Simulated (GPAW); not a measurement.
The system is TaN.

```
Ta N
1.0
     0.00000    2.17900    2.17900
     2.17900    0.00000    2.17900
     2.17900    2.17900    0.00000
Ta N
1 1
Cartesian
  2.1790 2.1790 2.1790
  0.0000 0.0000 0.0000
```

Base run:

| Item | Value |
| --- | --- |
| Program | GPAW 26.7.0 |
| Functional | PBEsol |
| Potentials or basis | PAW data sets generated in the run's folder for this functional |
| Cutoff | 800 eV |
| Basis | pw |
| k mesh | 10 × 10 × 10 |
| Occupations | fermi-dirac, width 0.05 eV |
| Spin | no spin polarisation |
| Hubbard terms | Ta d U = 8 eV |

Its results: pressure 29.7 GPa.

**Question.** The run is repeated on the same cell with these changes: hubbard terms from Ta d U = 8 eV to Ta d U = 2 eV. What comes out?

**Answer.** Pressure 9.4 GPa.

Caveats: U without spin polarisation on a metal has little footing; a pressure of tens of GPa on the cell as given is suspect, and the run, the potentials or the cell itself is likely at fault (some runs).
